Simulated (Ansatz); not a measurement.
# CH₉BSSi₂: a ladder of functionals and wavefunction methods

An exercise on one series of results from a longer session: the logs are not shown, and one member is left open.

Method: functionals in def2-TZVPP, the program's frozen cores in correlated methods; program: Ansatz 0.2.0, Gaussian basis.

Levels to be run: LDA (SPW92), PBE-D4, revPBE-D4, BLYP-D4, r2SCAN-D4, B97M-V, PBE0-D4, B3LYP-D4, r2SCANh-D4, r2SCAN0-D4, HSE06-D4, BHLYP-D4, CAM-B3LYP-D4, LC-ωPBE, ωB97X-V, ωB97M-V, B2PLYP, PBE-QIDH; CCSD(T)/def2-SVP; CCSD(T)/def2-TZVPP; MP2/def2-QZVPP; extrapolation to the limit; RPA on PBE.

## Structure used throughout

An earlier PBE0-D4 in a triple-zeta def2 set relaxation fixed the geometry.

SMILES `B[SiH2]CS[SiH3]`, 14 atoms, charge 0, spin multiplicity 1.

Atoms are counted from 1 here; the program's logs count them from 0.

Bond lengths: B1–Si2 2.011 Å, B1–H6 1.197 Å, B1–H7 1.197 Å, Si2–C3 1.887 Å, Si2–H8 1.490 Å, Si2–H9 1.493 Å, C3–S4 1.828 Å, C3–H10 1.093 Å, C3–H11 1.093 Å, S4–Si5 2.125 Å, Si5–H12 1.486 Å, Si5–H13 1.488 Å, Si5–H14 1.483 Å. Angles: Si2–B1–H6 119.5°, Si2–B1–H7 123.5°, H6–B1–H7 117.1°, B1–Si2–C3 114.7°, B1–Si2–H8 110.4°, B1–Si2–H9 106.8°, C3–Si2–H8 108.3°, C3–Si2–H9 108.9°, H8–Si2–H9 107.6°, Si2–C3–S4 112.9°, Si2–C3–H10 111.9°, Si2–C3–H11 109.7°, S4–C3–H10 110.1°, S4–C3–H11 105.5°, H10–C3–H11 106.4°, C3–S4–Si5 100.8°, S4–Si5–H12 113.1°, S4–Si5–H13 110.0° and more.

Geometry (Å):

```xyz
14

B    -1.5169    2.1970    1.2971
Si   -1.2072    0.5454    0.1928
C     0.0854   -0.6385    0.8913
S     0.3299   -2.1199   -0.1512
Si    1.7423   -1.3869   -1.5599
H    -2.4079    2.9410    1.0068
H    -0.8365    2.5017    2.2331
H    -2.4820   -0.2051    0.0142
H    -0.7624    1.0066   -1.1560
H     1.0427   -0.1403    1.0650
H    -0.2468   -1.0163    1.8616
H     1.1915   -0.3193   -2.4348
H     2.9280   -0.8339   -0.8502
H     2.1271   -2.5607   -2.3809
```

Set-up of the first run:

File in.yaml:

```yaml
crystal:
  periodic: [false, false, false]
  atoms:
    - {symbol: B, position_ang: [-1.516896, 2.196961, 1.297064]}
    - {symbol: Si, position_ang: [-1.207212, 0.545416, 0.192799]}
    - {symbol: C, position_ang: [0.085390, -0.638451, 0.891332]}
    - {symbol: S, position_ang: [0.329877, -2.119862, -0.151224]}
    - {symbol: Si, position_ang: [1.742318, -1.386907, -1.559922]}
    - {symbol: H, position_ang: [-2.407926, 2.940954, 1.006764]}
    - {symbol: H, position_ang: [-0.836525, 2.501738, 2.233072]}
    - {symbol: H, position_ang: [-2.481969, -0.205077, 0.014166]}
    - {symbol: H, position_ang: [-0.762437, 1.006629, -1.155987]}
    - {symbol: H, position_ang: [1.042709, -0.140256, 1.064995]}
    - {symbol: H, position_ang: [-0.246762, -1.016346, 1.861622]}
    - {symbol: H, position_ang: [1.191548, -0.319310, -2.434835]}
    - {symbol: H, position_ang: [2.927996, -0.833859, -0.850236]}
    - {symbol: H, position_ang: [2.127086, -2.560731, -2.380911]}
basis:
  gaussian: {orbitals: def2-TZVPP}
hamiltonian: {xc: lda}
output: {orbitals: {seedname: orbitals}}
```

Launch:

```bash
$ ansatz run in.yaml --threads 4 --pin off --events-out ev --progress --plain --max-ram 10444MiB
```

Steps of the session up to this table: LDA; PBE-D4 (GGA); revPBE-D4 (GGA); BLYP-D4 (GGA); r2SCAN-D4 (meta-GGA); B97M-V (meta-GGA); B3LYP-D4 (hybrid); r2SCANh-D4 (hybrid); r2SCAN0-D4 (hybrid); HSE06-D4 (hybrid); BHLYP-D4 (hybrid); CAM-B3LYP-D4 (range-separated); LC-ωPBE (range-separated); ωB97X-V (range-separated); ωB97M-V (range-separated); B2PLYP (double hybrid); PBE-QIDH (double hybrid).

One table of the session follows, with a row left open; its other results are not shown here.

It belongs to the step «Orbital energies across the functionals». 

| functional | HOMO (eV) | LUMO (eV) | gap (eV) |
| --- | --- | --- | --- |
| LDA (SPW92) | -5.71 | -3.81 | 1.90 |
| PBE-D4 | -5.61 | -3.54 | 2.07 |
| revPBE-D4 | -5.57 | -3.42 | 2.15 |
| BLYP-D4 | -5.45 | -3.36 | 2.09 |
| r2SCAN-D4 | -5.84 | -3.20 | 2.64 |
| B97M-V | -6.00 | -3.37 | 2.63 |
| PBE0-D4 | -6.76 | -2.53 | 4.22 |
| B3LYP-D4 | -6.53 | -2.73 | 3.80 |
| r2SCANh-D4 | -6.26 | -2.85 | 3.41 |
| r2SCAN0-D4 | -6.91 | -2.34 | 4.56 |
| HSE06-D4 | -6.36 | -2.91 | 3.45 |
| BHLYP-D4 | -7.78 | -1.45 | 6.33 |
| CAM-B3LYP-D4 | -8.03 | -1.39 | 6.64 |
| LC-ωPBE | ? | ? | ? |
| ωB97X-V | -9.05 | -0.31 | 8.74 |
| ωB97M-V | -8.90 | -0.58 | 8.33 |

**Question.** Estimate the row for LC-ωPBE.

**Answer.** HOMO (eV): -9.39; LUMO (eV): -0.19; gap (eV): 9.19. In the column «HOMO (eV)» it is the lowest.
